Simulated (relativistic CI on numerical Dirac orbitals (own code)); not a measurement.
# Ir⁷¹⁺: one ion under different settings

Aim: see what numerical and physical settings do to the SCF, the total energy and the lowest levels of Ir⁷¹⁺.

Program: relativistic CI on numerical Dirac orbitals (own code) version 3. Level of theory: Dirac-Coulomb-Breit CI, KLI orbitals optimised for each configuration, model QED (radiative potential, 1s self-energy scaled to tabulated hydrogen-like ionisation energies), numerical settings as typed. These are calculated values, not measurements, unless marked.

## Step 1: The system

| Item | Value |
| --- | --- |
| ion | Ir⁷¹⁺ (Ir LXXII) |
| nuclear charge | 77 |
| electrons | 6 |
| isotope | A = 193 |

## Step 2: A try

Settings of the run:

```ini
atom Ir  Z=77  charge=71  electrons=6
nucleus A=193  rms_radius_fm=5.4032
hamiltonian dirac-coulomb  breit=on  qed=on  c_scale=1
orbitals kli  potential=per-configuration
slater_scale 1
correlation none
mixing on
grid step=0.0125 r_max=0.3
scf mixing=0.4 start=green max_iterations=92 tolerance=2e-08 node_fill=0.05
configurations
  [He] 2s2 2p2
  [He] 2s 2p3
end
```

On the command line:

```bash
python run_levels.py task.json out
```

task.json lists these runs, among others, and the program works through them in turn.

The program writes no log. Results of the run, from its result record (rounded, main fields):

```text
status: not_converged
warnings: ["orbital 2s not found"]
scf_steps of the first configuration [iteration, E_Ha, residual, outer_eigenvalue_Ha]:
  - [1, -9421.173678, 2.52, -745.9]
  - [2, -9423.881204, 1.51, -719.4]
  - [3, -9425.395625, 0.0159, -680.9]
  - [4, -9425.395381, 0.000988, -681]
  - [5, -9425.395401, 1.26e-05, -681]
  - [6, -9425.395401, 6.03e-07, -681]
  - [7, -9425.395401, 5.34e-09, -681]
```

Wall time 0.0059 s (1 thread of Neoverse-N1, shared host).

What went wrong: the run ended without a result. An orbital is not bound on this grid with the right number of nodes. The input had end of the grid 0.3. The cure is to let the grid reach far enough, with the usual settings.

## Step 3: With the usual settings

Changes to the settings of step 2:

```diff
@@ -7,4 +7,4 @@
 mixing on
-grid step=0.0125 r_max=0.3
-scf mixing=0.4 start=green max_iterations=92 tolerance=2e-08 node_fill=0.05
+grid step=0.0125 r_max=2
+scf mixing=0.4 start=green max_iterations=150 tolerance=2e-08 node_fill=0.05
 configurations
```

Main fields:

```text
status: converged
levels [i, E_cm, J2, conf, term, w_term, w_jj]:
  - [0, 0, 0, "2s2 2p2", "3P", 0.6808, 0.9998]
  - [1, 13698443, 2, "2s2 2p2", "3P", 1, 1]
  - [2, 13847254, 4, "2s2 2p2", "1D", 0.6548, 0.9998]
  - [3, 16298542, 4, "2s 2p3", "3P*", 0.4874, 0.998]
  - [4, 17058854, 2, "2s 2p3", "1P*", 0.3092, 0.9985]
  - [5, 27814422, 4, "2s2 2p2", "3P", 0.6548, 0.9998]
  - [6, 28371296, 0, "2s2 2p2", "1S", 0.6808, 0.9998]
  - [7, 29760783, 4, "2s 2p3", "5S*", 0.5046, 0.9981]
  - [8, 30132487, 6, "2s 2p3", "3D*", 1, 1]
  - [9, 30682811, 0, "2s 2p3", "3P*", 1, 1]
  - [10, 30882020, 2, "2s 2p3", "3S*", 0.532, 0.9986]
  - [11, 30954749, 4, "2s 2p3", "1D*", 0.7437, 0.9982]
  - [12, 30988741, 2, "2s 2p3", "3P*", 0.6388, 0.9987]
  - [13, 44359838, 4, "2s 2p3", "3P*", 0.5089, 0.9981]
  - "... 1 more rows left out ..."
total_energy [Ha]: -9487.2836557
n_levels_all: 15
overlap: 1.21537e-12
scf_iterations: [7, 7]
orbital_energies [Ha]: {"1s": -3101.78, "2s": -757.787, "2p1/2": -746.473, "2p3/2": -681.016}
configurations [conf, odd, states, E_av_Ha, breit_Ha, qed_Ha]:
  - ["2s2 2p2", 0, 15, -9425.395125, 10.07, 12.42]
  - ["2s 2p3", 1, 40, -9370.136489, 10.21, 11.68]
scf_steps of the first configuration [iteration, E_Ha, residual, outer_eigenvalue_Ha]:
  - [1, -9421.173659, 2.52, -745.9]
  - [2, -9423.88112, 1.51, -719.4]
  - [3, -9425.395342, 0.0164, -680.9]
  - [4, -9425.39512, 0.000823, -681]
  - [5, -9425.395124, 3.31e-05, -681]
  - [6, -9425.395125, 5.59e-07, -681]
  - [7, -9425.395125, 1.46e-08, -681]
```

It took 0.065 s on 1 thread of Neoverse-N1, shared host.

## Step 4: Potential mixing 0.7, Breit term off, QED terms off

Settings of the run:

```ini
atom Ir  Z=77  charge=71  electrons=6
nucleus A=193  rms_radius_fm=5.4032
hamiltonian dirac-coulomb  breit=off  qed=off  c_scale=1
orbitals kli  potential=per-configuration
slater_scale 1
correlation none
mixing on
grid step=0.0125 r_max=2
scf mixing=0.7 start=green max_iterations=150 tolerance=2e-08 node_fill=0.05
configurations
  [He] 2s2 2p2
  [He] 2s 2p3
end
```

Main fields:

```text
status: converged
levels [i, E_cm, J2, conf, term, w_term]:
  - [0, 0, 0, "2s2 2p2", "3P", 0.6797]
  - [1, 13874216, 2, "2s2 2p2", "3P", 1]
  - [2, 14098164, 4, "2s2 2p2", "1D", 0.6558]
  - [3, 16520731, 4, "2s 2p3", "3P*", 0.4883]
  - [4, 17250254, 2, "2s 2p3", "1P*", 0.31]
  - [5, 28186087, 4, "2s2 2p2", "3P", 0.6558]
  - [6, 28656510, 0, "2s2 2p2", "1S", 0.6797]
  - [7, 30131969, 4, "2s 2p3", "5S*", 0.5054]
  - "... 7 more rows left out ..."
total_energy [Ha]: -9510.96347
n_levels_all: 15
overlap: 1.21711e-12
scf_iterations: [6, 7]
orbital_energies [Ha]: {"1s": -3101.78, "2s": -757.787, "2p1/2": -746.473, "2p3/2": -681.016}
configurations [conf, odd, states, E_av_Ha, breit_Ha, qed_Ha]:
  - ["2s2 2p2", 0, 15, -9425.395125, 0, 0]
  - ["2s 2p3", 1, 40, -9370.136489, 0, 0]
scf_steps of the first configuration [iteration, E_Ha, residual, outer_eigenvalue_Ha]:
  - [1, -9421.173659, 2.52, -745.9]
  - [2, -9425.032404, 0.742, -699.8]
  - [3, -9425.395309, 0.00784, -681]
  - [4, -9425.395123, 0.000135, -681]
  - [5, -9425.395125, 8.03e-06, -681]
  - [6, -9425.395125, 3.65e-09, -681]
```

Wall time 0.03 s (1 thread of Neoverse-N1, shared host).

## Step 5: Iteration limit 20, tolerance 1e-06

Settings of the run:

```ini
atom Ir  Z=77  charge=71  electrons=6
nucleus A=193  rms_radius_fm=5.4032
hamiltonian dirac-coulomb  breit=on  qed=on  c_scale=1
orbitals kli  potential=per-configuration
slater_scale 1
correlation none
mixing on
grid step=0.0125 r_max=2
scf mixing=0.4 start=green max_iterations=20 tolerance=1e-06 node_fill=0.05
configurations
  [He] 2s2 2p2
  [He] 2s 2p3
end
```

Main fields:

```text
status: converged
levels [i, E_cm, J2, conf, term, w_term]:
  - [0, 0, 0, "2s2 2p2", "3P", 0.6808]
  - [1, 13698442, 2, "2s2 2p2", "3P", 1]
  - [2, 13847254, 4, "2s2 2p2", "1D", 0.6548]
  - [3, 16298542, 4, "2s 2p3", "3P*", 0.4874]
  - [4, 17058854, 2, "2s 2p3", "1P*", 0.3092]
  - [5, 27814422, 4, "2s2 2p2", "3P", 0.6548]
  - [6, 28371296, 0, "2s2 2p2", "1S", 0.6808]
  - [7, 29760783, 4, "2s 2p3", "5S*", 0.5046]
  - "... 7 more rows left out ..."
total_energy [Ha]: -9487.2836553
n_levels_all: 15
overlap: 1.21708e-12
scf_iterations: [6, 6]
orbital_energies [Ha]: {"1s": -3101.78, "2s": -757.787, "2p1/2": -746.473, "2p3/2": -681.016}
configurations [conf, odd, states, E_av_Ha, breit_Ha, qed_Ha]:
  - ["2s2 2p2", 0, 15, -9425.395125, 10.07, 12.42]
  - ["2s 2p3", 1, 40, -9370.136489, 10.21, 11.68]
scf_steps of the first configuration [iteration, E_Ha, residual, outer_eigenvalue_Ha]:
  - [1, -9421.173659, 2.52, -745.9]
  - [2, -9423.88112, 1.51, -719.4]
  - [3, -9425.395342, 0.0164, -680.9]
  - [4, -9425.39512, 0.000823, -681]
  - [5, -9425.395124, 3.31e-05, -681]
  - [6, -9425.395125, 5.59e-07, -681]
```

Run time: 0.067 s. Hardware: 1 thread of Neoverse-N1, shared host.

## Step 6: End of the grid 6.0, potential mixing 0.7, Breit term off

Settings of the run:

```ini
atom Ir  Z=77  charge=71  electrons=6
nucleus A=193  rms_radius_fm=5.4032
hamiltonian dirac-coulomb  breit=off  qed=on  c_scale=1
orbitals kli  potential=per-configuration
slater_scale 1
correlation none
mixing on
grid step=0.0125 r_max=6
scf mixing=0.7 start=green max_iterations=150 tolerance=2e-08 node_fill=0.05
configurations
  [He] 2s2 2p2
  [He] 2s 2p3
end
```

Main fields:

```text
status: converged
levels [i, E_cm, J2, conf, term, w_term]:
  - [0, 0, 0, "2s2 2p2", "3P", 0.6797]
  - [1, 13885762, 2, "2s2 2p2", "3P", 1]
  - [2, 14109712, 4, "2s2 2p2", "1D", 0.6558]
  - [3, 16360995, 4, "2s 2p3", "3P*", 0.4884]
  - [4, 17090514, 2, "2s 2p3", "1P*", 0.31]
  - [5, 28209184, 4, "2s2 2p2", "3P", 0.6558]
  - [6, 28679603, 0, "2s2 2p2", "1S", 0.6797]
  - [7, 29983747, 4, "2s 2p3", "5S*", 0.5054]
  - "... 7 more rows left out ..."
total_energy [Ha]: -9498.6119932
n_levels_all: 15
overlap: 1.21431e-12
scf_iterations: [6, 7]
orbital_energies [Ha]: {"1s": -3101.78, "2s": -757.787, "2p1/2": -746.473, "2p3/2": -681.016}
configurations [conf, odd, states, E_av_Ha, breit_Ha, qed_Ha]:
  - ["2s2 2p2", 0, 15, -9425.395125, 0, 12.42]
  - ["2s 2p3", 1, 40, -9370.136489, 0, 11.68]
scf_steps of the first configuration [iteration, E_Ha, residual, outer_eigenvalue_Ha]:
  - [1, -9421.173659, 2.52, -745.9]
  - [2, -9425.032404, 0.742, -699.8]
  - [3, -9425.395309, 0.00784, -681]
  - [4, -9425.395123, 0.000135, -681]
  - [5, -9425.395125, 8.03e-06, -681]
  - [6, -9425.395125, 3.66e-09, -681]
```

Run time: 0.065 s. Hardware: 1 thread of Neoverse-N1, shared host.

## Step 7: Iteration limit 20, node fill 0.5

Settings of the run:

```ini
atom Ir  Z=77  charge=71  electrons=6
nucleus A=193  rms_radius_fm=5.4032
hamiltonian dirac-coulomb  breit=on  qed=on  c_scale=1
orbitals kli  potential=per-configuration
slater_scale 1
correlation none
mixing on
grid step=0.0125 r_max=2
scf mixing=0.4 start=green max_iterations=20 tolerance=2e-08 node_fill=0.5
configurations
  [He] 2s2 2p2
  [He] 2s 2p3
end
```

Main fields:

```text
status: converged
levels [i, E_cm, J2, conf, term, w_term]:
  - [0, 0, 0, "2s2 2p2", "3P", 0.6808]
  - [1, 13700636, 2, "2s2 2p2", "3P", 1]
  - [2, 13849483, 4, "2s2 2p2", "1D", 0.6548]
  - [3, 16301122, 4, "2s 2p3", "3P*", 0.4874]
  - [4, 17061239, 2, "2s 2p3", "1P*", 0.3092]
  - [5, 27818361, 4, "2s2 2p2", "3P", 0.6548]
  - [6, 28374684, 0, "2s2 2p2", "1S", 0.6808]
  - [7, 29764825, 4, "2s 2p3", "5S*", 0.5046]
  - "... 7 more rows left out ..."
total_energy [Ha]: -9487.3112926
n_levels_all: 15
overlap: 1.21712e-12
scf_iterations: [7, 7]
orbital_energies [Ha]: {"1s": -3099.01, "2s": -757.378, "2p1/2": -745.773, "2p3/2": -680.526}
configurations [conf, odd, states, E_av_Ha, breit_Ha, qed_Ha]:
  - ["2s2 2p2", 0, 15, -9425.394738, 10.06, 12.42]
  - ["2s 2p3", 1, 40, -9370.136274, 10.2, 11.67]
scf_steps of the first configuration [iteration, E_Ha, residual, outer_eigenvalue_Ha]:
  - [1, -9421.173659, 2.55, -745.9]
  - [2, -9423.922328, 1.52, -719.2]
  - [3, -9425.393381, 0.0167, -680.4]
  - [4, -9425.394714, 0.000615, -680.5]
  - [5, -9425.39474, 3.91e-05, -680.5]
  - [6, -9425.394738, 2.19e-06, -680.5]
  - [7, -9425.394738, 1.54e-08, -680.5]
```

Run time: 0.066 s. Hardware: 1 thread of Neoverse-N1, shared host.

## Step 8: Potential mixing 2.5

Changes to the settings of step 7:

```diff
@@ -8,3 +8,3 @@
 grid step=0.0125 r_max=2
-scf mixing=0.4 start=green max_iterations=20 tolerance=2e-08 node_fill=0.5
+scf mixing=2.5 start=green max_iterations=52 tolerance=2e-08 node_fill=0.05
 configurations
```

Main fields:

```text
status: converged
levels [i, E_cm, J2, conf, term, w_term]:
  - [0, 0, 0, "2s2 2p2", "3P", 0.6808]
  - [1, 13698443, 2, "2s2 2p2", "3P", 1]
  - [2, 13847254, 4, "2s2 2p2", "1D", 0.6548]
  - [3, 16298542, 4, "2s 2p3", "3P*", 0.4874]
  - [4, 17058854, 2, "2s 2p3", "1P*", 0.3092]
  - [5, 27814422, 4, "2s2 2p2", "3P", 0.6548]
  - [6, 28371296, 0, "2s2 2p2", "1S", 0.6808]
  - [7, 29760783, 4, "2s 2p3", "5S*", 0.5046]
  - "... 7 more rows left out ..."
total_energy [Ha]: -9487.2836557
n_levels_all: 15
overlap: 1.21593e-12
scf_iterations: [8, 8]
orbital_energies [Ha]: {"1s": -3101.78, "2s": -757.787, "2p1/2": -746.473, "2p3/2": -681.016}
configurations [conf, odd, states, E_av_Ha, breit_Ha, qed_Ha]:
  - ["2s2 2p2", 0, 15, -9425.395125, 10.07, 12.42]
  - ["2s 2p3", 1, 40, -9370.136489, 10.21, 11.68]
scf_steps of the first configuration [iteration, E_Ha, residual, outer_eigenvalue_Ha]:
  - [1, -9421.173659, 2.52, -745.9]
  - [2, -9414.076804, 3.98, -586.5]
  - [3, -9425.391432, 0.0438, -681.3]
  - [4, -9425.395121, 0.00101, -681]
  - [5, -9425.395121, 0.00015, -681]
  - [6, -9425.395125, 4.71e-07, -681]
  - [7, -9425.395125, 2.22e-07, -681]
  - [8, -9425.395125, 9.59e-11, -681]
```

Wall time 0.069 s (1 thread of Neoverse-N1, shared host).

An extreme setting, but here it did no harm: energy and levels are those of the usual run.

## Step 9: The runs side by side

| setting | total energy less usual (Ha) | largest shift of a level among the lowest eight of both runs, same label and place (cm⁻¹) | SCF iterations | time | lowest level | kind of change |
| --- | --- | --- | --- | --- | --- | --- |
| usual | 0 | 0 | 14 | 0.065 s | 2p2 [2p1/2^2] J=0 | - |
| potential mixing 0.7, Breit term off, QED terms off | -23.7 | 372000 | 13 | 0.03 s | 2p2 [2p1/2^2] J=0 | model term |
| iteration limit 20, tolerance 1e-06 | 3.69e-07 | 0.0445 | 12 | 0.067 s | 2p2 [2p1/2^2] J=0 | numerical |
| end of the grid 6.0, potential mixing 0.7, Breit term off | -11.3 | 395000 | 13 | 0.065 s | 2p2 [2p1/2^2] J=0 | model term |
| iteration limit 20, node fill 0.5 | -0.0276 | 4040 | 14 | 0.066 s | 2p2 [2p1/2^2] J=0 | numerical |
| potential mixing 2.5 | 0 | 0 | 16 | 0.069 s | 2p2 [2p1/2^2] J=0 | extreme, harmless here |

## Step 10: Results

| quantity | value |
| --- | --- |
| lowest level, usual settings | 2p2 [2p1/2^2] J=0 |
| total energy | -9487.2837 Ha |
| first excitation | 1698.39 eV |
| runs without a result | 1 |

In words: Among the runs whose levels can be followed, they move most under «end of the grid 6.0, potential mixing 0.7, Breit term off» (model term), by up to 395000 cm⁻¹. No visible change in the result comes from «iteration limit 20, tolerance 1e-06» or «potential mixing 2.5». Only the listed configurations are in the model.
